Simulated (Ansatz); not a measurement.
# GeSbTe3: the cost of one run

Computed with Ansatz 0.2.0 (DFT PBE, scalar-relativistic, plane waves, PAW, unless a step's input says otherwise).

**1. Starting point**

The structure is tetragonal, space group P4/mmm (No. 123). The conventional cell has a = 3.951 Å, b = 3.951 Å, c = 9.358 Å, α = 90.00°, β = 90.00°, γ = 90.00°. Ge (site symmetry 4/mmm) is surrounded by 8 Te at 3.43 Å. Sb (site symmetry 4/mmm) is surrounded by 6 Te at 2.69 to 2.79 Å. Te (site symmetry 4mm) is surrounded by 1 Sb at 2.69 Å and 4 Ge at 3.43 Å. Te (site symmetry 4/mmm) has 4 Sb at 2.79 Å as nearest neighbours.

Structure file:

```xyz
5
Lattice="3.9506 0.0000 0.0000 0.0000 3.9506 0.0000 0.0000 0.0000 9.3585" Properties=species:S:1:pos:R:3 pbc="T T T"
Ge    0.0000    0.0000    0.0000
Sb    1.9753    1.9753    4.6792
Te    1.9753    1.9753    1.9911
Te    1.9753    1.9753    7.3674
Te    0.0000    0.0000    4.6792
```

Recipe of the guess: random cell by space group and Wyckoff sites (P4/mmm, No. 123). Its size is a rough estimate.

**2. Probe: one point on a coarse mesh**

File input.yaml:

```yaml
crystal:
  lattice:
    - [3.95056043, 0.0, 0.0]
    - [0.0, 3.95056043, 0.0]
    - [0.0, 0.0, 9.35848649]
  atoms:
    - { symbol: Ge, position: [0.0, 0.0, 0.0] }
    - { symbol: Sb, position: [0.5, 0.5, 0.5] }
    - { symbol: Te, position: [0.5, 0.5, 0.21275967] }
    - { symbol: Te, position: [0.5, 0.5, 0.78724033] }
    - { symbol: Te, position: [0.0, 0.0, 0.5] }
basis:
  ecutwfc: 420
kpoints:
  mp_grid: { grid: [4, 4, 2] }
hamiltonian:
  xc: pbe
scf:
  occupations: { method: gaussian, width: 0.1 }
  lower_state_search: "off"
output:
  forces: true
  stress: true
  eigenvalues: true
```

The run is started by

```bash
$ ansatz run input.yaml --threads 1 --pin off --max-ram 2560MiB --backend cpu --events-out ev --progress --plain --runs-dir out
```

What time and memory should one allow on 1 thread of Intel Xeon at 2.70GHz, shared host?

About 6.2 s, with a peak of 0.45 GiB.
